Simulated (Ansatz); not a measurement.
# BF₂H₃Si + HF: a complex and its separated parts

The complex below is one end of an elementary step. How strongly is it bound against its free parts?

Program: Ansatz 0.2.0, Gaussian basis. Level of theory: PBE0-D4/def2-TZVP structures, single points in def2-TZVPP, no counterpoise correction. These are calculated values, not measurements.

Levels: SPW92, PBE-D4, BLYP-D4, r2SCAN-D4, B97M-V, PBE0-D4, B3LYP-D4, r2SCAN0-D4, BHLYP-D4, CAM-B3LYP-D4, wB97X-V, wB97M-V, B2PLYP, PBE-QIDH, RPA on PBE, Hartree-Fock, MP2, CCSD, CCSD(T).

Cores are frozen in the correlated methods. B3LYP uses VWN-RPA correlation. B2PLYP carries no dispersion term here.

94 further runs of the same task are left out: 94 set aside as unsound or not needed.

## Step 1: Where the work starts

The complex: 9 atoms, charge 0, spin multiplicity 1.

Atoms are counted from 1 here; the program's logs count them from 0.

Bond lengths: B1–F3 1.318 Å, B1–F4 1.329 Å, B1–Si6 2.030 Å, F2–H5 0.923 Å, Si6–H7 1.485 Å, Si6–H8 1.489 Å, Si6–H9 1.485 Å. Angles: F3–B1–F4 115.6°, F3–B1–Si6 122.3°, F4–B1–Si6 122.0°, B1–Si6–H7 110.4°, B1–Si6–H8 108.9°, B1–Si6–H9 110.2°, H7–Si6–H8 108.6°, H7–Si6–H9 110.0°, H8–Si6–H9 108.7°.

Geometry (Å):

```xyz
9
BF3H4Si
B    -0.71023    0.08976   -0.72802
F     1.69044    1.24402   -0.89816
F    -0.73708   -0.51519   -1.89880
F    -1.10640    1.35857   -0.72710
H     1.28196    2.07074   -0.94364
Si   -0.18964   -0.87654    0.98015
H     0.22117    0.09815    2.02286
H    -1.36670   -1.63963    1.47989
H     0.91657   -1.82989    0.71292
```

Its parts: BF₂H₃Si holds atoms 1, 3, 4, 6, 7, 8, 9; HF holds atoms 2, 5. Each part counts its atoms afresh in its own runs.

## Step 2: Relaxing BF₂H₃Si alone

File relax-a/in.yaml:

```yaml
crystal:
  periodic: [false, false, false]
  atoms:
    - {symbol: B, position_ang: [-0.710226, 0.089759, -0.728023]}
    - {symbol: F, position_ang: [-0.737080, -0.515194, -1.898802]}
    - {symbol: F, position_ang: [-1.106398, 1.358569, -0.727100]}
    - {symbol: Si, position_ang: [-0.189644, -0.876536, 0.980153]}
    - {symbol: H, position_ang: [0.221171, 0.098151, 2.022864]}
    - {symbol: H, position_ang: [-1.366697, -1.639625, 1.479894]}
    - {symbol: H, position_ang: [0.916569, -1.829887, 0.712917]}
basis:
  gaussian: {orbitals: def2-TZVP}
hamiltonian: {xc: pbe0, dispersion: d4}
relax: {f_tol: 0.005, max_steps: 200}
```

On the command line:

```bash
> ansatz run in.yaml --threads 4 --pin off --events-out ev --progress --plain --max-ram 9574MiB
```

Further steps of the session: Relaxing HF alone; SPW92/def2-TZVPP; PBE-D4/def2-TZVPP; BLYP-D4/def2-TZVPP; r2SCAN-D4/def2-TZVPP; B97M-V/def2-TZVPP; PBE0-D4/def2-TZVPP; B3LYP-D4/def2-TZVPP; r2SCAN0-D4/def2-TZVPP; BHLYP-D4/def2-TZVPP; CAM-B3LYP-D4/def2-TZVPP; wB97X-V/def2-TZVPP; wB97M-V/def2-TZVPP; B2PLYP/def2-TZVPP; PBE-QIDH/def2-TZVPP; RPA on PBE/def2-TZVPP; CCSD(T)/def2-TZVPP; Vibrations of BF₂H₃Si; Vibrations of HF.

Q: Predict the outcome of this session. Wanted: complex less parts, CCSD(T)/def2-TZVPP; with zero-point energy; largest T1 diagnostic.

The runs gave:

| quantity | value |
| --- | --- |
| complex less parts, CCSD(T)/def2-TZVPP | -14.4 kJ/mol |
| with zero-point energy | -10.2 kJ/mol |
| largest T1 diagnostic | 0.014 |

At CCSD(T) the complex lies 14.4 kJ/mol below its parts. The functionals run from PBE0-D4, off by -0.8 kJ/mol, to SPW92, off by -9.9 kJ/mol, against CCSD(T). By rung, the mean size of the error is: LDA 9.9, GGA 1.5, meta-GGA 3.7, hybrid 1.8, range-separated hybrid 3.2, double hybrid 1.5 kJ/mol. PBE-D4 gives a relative energy 2.0 kJ/mol too low, inside chemical accuracy (1 kcal/mol, 4.2 kJ/mol). No counterpoise was applied, and triple zeta lacks some correlation, so the CCSD(T) reference has a basis error of its own, and close matches with it are partly luck.
